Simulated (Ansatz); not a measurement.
# TbMo: one candidate of a structure search

Where does this trial cell of TbMo go when cell and atoms are let free?

Program: Ansatz 0.2.0. Level of theory: DFT PBE, scalar-relativistic, plane waves, PAW; 4f electrons in the core of a trivalent norm-conserving potential. These are calculated values, not measurements.

### Step 1. The structure to begin with

Symmetry: Fm-3m, No. 225, cubic system. Conventional cell: a = 5.611 Å, b = 5.611 Å, c = 5.611 Å, α = 90.00°, β = 90.00°, γ = 90.00°. Tb (site symmetry m-3m) has 6 Mo at 2.81 Å in its first shell of neighbours. Around Mo (site symmetry m-3m) lie 6 Tb at 2.81 Å.

Structure file:

```cif
data_structure
_symmetry_space_group_name_H-M 'P 1'
_symmetry_Int_Tables_number 1
_cell_length_a 3.9677
_cell_length_b 3.9677
_cell_length_c 3.9677
_cell_angle_alpha 60.000
_cell_angle_beta 60.000
_cell_angle_gamma 60.000
_cell_volume 44.17
loop_
_atom_site_label
_atom_site_type_symbol
_atom_site_fract_x
_atom_site_fract_y
_atom_site_fract_z
_atom_site_occupancy
Tb1 Tb 0.50000 0.50000 0.50000 1
Mo1 Mo 0.00000 0.00000 0.00000 1
```

A structure generator made this guess: species swapped into a database cell of TbP (Fm-3m, No. 225), with Mo on the P sites. Lengths come from tabulated atomic sizes and are only a guess.

### Step 2. The guess as it stands, on a coarse mesh

Input file input.yaml:

```yaml
crystal:
  lattice:
    - [0.0, 2.80560317, 2.80560317]
    - [2.80560317, 0.0, 2.80560317]
    - [2.80560317, 2.80560317, 0.0]
  atoms:
    - { symbol: Tb, position: [0.5, 0.5, 0.5] }
    - { symbol: Mo, position: [0.0, 0.0, 0.0] }
basis:
  ecutwfc: 690
kpoints:
  mp_grid: { grid: [6, 6, 6] }
hamiltonian:
  xc: pbe
  pseudopotentials:
    kind: paw
    azcp: { Tb: "pseudopotentials/pbe/nc/lanthanide_3plus/Tb.nc.azcp" }
scf:
  occupations: { method: gaussian, width: 0.1 }
  lower_state_search: "off"
output:
  forces: true
  stress: true
  eigenvalues: true
```

Run with:

```sh
$ ansatz run input.yaml --threads 1 --pin off --max-ram 2560MiB --backend cpu --events-out ev --progress --plain --runs-dir out
```

The session goes on with these runs: coarse relaxation; spin check on a coarse mesh; full relaxation.

Before running it: what results should come out? Wanted: conventional cell; volume; energy over the elements; gap on the mesh.

As calculated:

| quantity | value |
| --- | --- |
| symmetry at the end (tolerance 0.05 Å) | space group Fm-3m (No. 225) |
| conventional cell | a = 5.754 Å, b = 5.754 Å, c = 5.754 Å, α = 90.00°, β = 90.00°, γ = 90.00° |
| volume | 23.81 Å³/atom |
| energy over the elements | +1.38 eV/atom |
| gap on the mesh | none (metal) |

In words: The space group Fm-3m (No. 225) is kept, and the volume per atom grows by 7.8 % from the first guess. The formation energy is positive, so the separate elements lie lower. No finished test with a distortion of lower symmetry is shown, so the end may be a saddle point. The runs treat Tb without spin-orbit coupling. The lanthanide's 4f electrons sit in the core of its potential, so it is trivalent by construction and shows no f bands or moments. Other magnetic orders were not searched.

No U or exact exchange acts on the 4f shell of Tb, so a metallic reading can be the functional's.
